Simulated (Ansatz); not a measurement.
Geometry optimisation, DFT LDA, scalar-relativistic, plane waves, PAW in Ansatz 0.2.0.

The input (input.yaml):

```yaml
crystal:
  lattice:
    - [7.398, 0.0, 0.0]
    - [-3.699, 6.406856, 0.0]
    - [0.0, 0.0, 13.0]
  atoms:
    - { symbol: C, position: [0.0, 0.0, 0.0769231] }
    - { symbol: C, position: [0.2222222, 0.1111111, 0.0769231] }
    - { symbol: C, position: [0.0, 0.3333333, 0.0769231] }
    - { symbol: C, position: [0.2222222, 0.4444444, 0.0769231] }
    - { symbol: C, position: [0.0, 0.6666667, 0.0769231] }
    - { symbol: C, position: [0.2222222, 0.7777778, 0.0769231] }
    - { symbol: C, position: [0.3333333, 0.0, 0.0769231] }
    - { symbol: C, position: [0.5555556, 0.1111111, 0.0769231] }
    - { symbol: C, position: [0.3333333, 0.3333333, 0.0769231] }
    - { symbol: C, position: [0.5555556, 0.4444444, 0.0769231] }
    - { symbol: C, position: [0.3333333, 0.6666667, 0.0769231] }
    - { symbol: C, position: [0.5555556, 0.7777778, 0.0769231] }
    - { symbol: C, position: [0.6666667, 0.0, 0.0769231] }
    - { symbol: C, position: [0.8888889, 0.1111111, 0.0769231] }
    - { symbol: C, position: [0.6666667, 0.3333333, 0.0769231] }
    - { symbol: C, position: [0.8888889, 0.4444444, 0.0769231] }
    - { symbol: C, position: [0.6666667, 0.6666667, 0.0769231] }
    - { symbol: C, position: [0.8888889, 0.7777778, 0.0769231] }
    - { symbol: O, position: [0.5925133, 0.7017507, 0.1730769] }
    - { symbol: H, position: [0.4570367, 0.682129, 0.1884615] }
    - { symbol: H, position: [0.5820841, 0.5700487, 0.1884615] }
basis:
  ecutwfc: 420.0
kpoints:
  mp_grid: { grid: [2, 2, 1] }
hamiltonian:
  xc: lda
  pseudopotentials: { kind: paw, azcp: { folder: soft_1 } }
scf:
  occupations: { method: gaussian, width: 0.05 }
  lower_state_search: "off"
relax:
  f_tol: 0.03
  max_steps: 60
  adjacent_minimum: "off"
```

Command:

```bash
$ ansatz run input.yaml --threads 1 --pin off --max-ram 3072MiB --backend cpu --events-out ev --progress --plain --runs-dir out
```

**Question.** Where does it end, and by what steps?

**Answer.** The run converged. The force dipped under the threshold on the way, but the program's further checks kept it going. Limits of this set-up: coarse k mesh, slab without dipole correction, no dispersion correction for a molecule that may bind weakly, PAW files made for another functional. After 51 steps the energy has fallen by 8.967 eV; H21 moved furthest, 2.01 Å. The start is strongly strained (largest force component 16 eV/Å), so its close contacts needn't be bonds. Parted: C12–O19, C17–O19.

| step | energy less start (eV) | largest force component (eV/Å) | accepted |
| --- | --- | --- | --- |
| 0 | 0.0000 | 15.514 | yes |
| 2 | -5.8816 | 6.939 | yes |
| 4 | -8.1151 | 2.017 | yes |
| 6 | -8.7876 | 0.487 | yes |
| 8 | -8.9286 | 0.257 | yes |
| 10 | -8.9404 | 0.260 | yes |
| 12 | -8.9409 | 0.135 | yes |
| 14 | -8.9391 | 0.259 | no |
| 16 | -8.9426 | 0.161 | yes |
| 18 | -8.9429 | 0.395 | yes |
| 20 | -8.8953 | 0.704 | no |
| 22 | -8.9485 | 0.063 | yes |
| 24 | -8.9419 | 0.333 | no |
| 26 | -8.9492 | 0.051 | yes |
| 28 | -8.9501 | 0.105 | yes |
| 30 | -8.9373 | 1.106 | no |
| 32 | -8.9542 | 0.089 | yes |
| 34 | -8.9557 | 0.029 | yes |
| 36 | -8.9569 | 0.428 | yes |
| 38 | -8.9540 | 0.332 | no |
| 40 | -8.9627 | 0.291 | yes |
| 42 | -8.9643 | 0.100 | yes |
| 44 | -8.9660 | 0.079 | yes |
| 46 | -8.9665 | 0.130 | yes |
| 48 | -8.9671 | 0.025 | yes |
| 50 | -8.9673 | 0.020 | yes |
| 51 | -8.9673 | 0.020 | yes |

```xyz
21
Lattice="7.3980 0.0000 0.0000 -3.6990 6.4069 0.0000 0.0000 0.0000 13.0000" Properties=species:S:1:pos:R:3
C 0.069 0.028 0.782
C 1.292 0.734 0.781
C -1.179 2.161 0.781
C 0.068 2.880 0.778
C -2.407 4.310 0.781
C -1.180 5.020 0.781
C 2.519 0.025 0.782
C 3.767 0.746 0.782
C 1.292 2.174 0.777
C 2.520 2.883 0.778
C 0.067 4.298 0.779
C 1.292 5.005 0.783
C 4.991 0.041 0.783
C 6.219 0.749 0.782
C 3.768 2.163 0.781
C 4.991 2.869 0.781
C 2.521 4.296 0.781
C 3.768 5.017 0.782
O 0.977 3.713 3.765
H 1.092 4.260 2.966
H 1.687 3.995 4.364
```

Time of the run: 2.7 min on 1 thread of Intel(R) Xeon(R) 6975P-C (Granite Rapids) (shared host), peak memory 0.68 GiB.
